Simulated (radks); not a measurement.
# Taking charge from the 4s level of Sc in fractions

An exercise on one series of results from a longer session: the logs are not shown, and one member is left open.

Program: radks (a radial shooting solver on a logarithmic mesh, Libxc functionals) version 1. Level of theory: scalar-relativistic Kohn-Sham, PBE, spin-polarised, spherical densities, finite nucleus; open shells are filled with parallel spins first. These are calculated values, not measurements, unless marked.

### What is computed

* element: scandium (Z = 21)
* charge: 0
* electrons: 21
* configuration: [Ar] 3d1 4s(up 1, down 1)
* nuclear rms radius: 3.5459 fm

A shell typed twice in an input gives spin up, then spin down.

Set-up of the first run:

The run's settings:

```text
Z 21
configuration [Ar] 3d1 4s1 4s1
relativity scalar-relativistic
functional pbe,pbe
spin polarised
nucleus finite rms 3.5459 fm
c 137.035999084
```

Steps of the session up to this table: Start: [Ar] 3d1 4s(up 1, down 1).

One of the session's tables, all rows but one given; the rest of the session is left out.

It belongs to the step «Start: [Ar] 3d1 4s(up 1, down 1)». Sizes of the orbitals, from the radial functions (bohr):

```
  level    <r>  outermost maximum (interpolated)  90 % within  nodes
  3s up  1.075                             0.927         1.61      2
3s down  1.075                             0.927         1.61      2
  3p up  1.169                             0.969         1.80      1
3p down      ?                                 ?            ?      ?
  4s up  3.686                              3.09         5.54      3
4s down  3.769                              3.16         5.67      3
  3d up  1.839                              1.10         3.32      0
3d down  1.921                              1.10         3.52      0
```

Q: Estimate the row for 3p down from the others.

**Answer.** <r>: 1.169; outermost maximum (interpolated): 0.968; 90 % within: 1.80; nodes: 1.
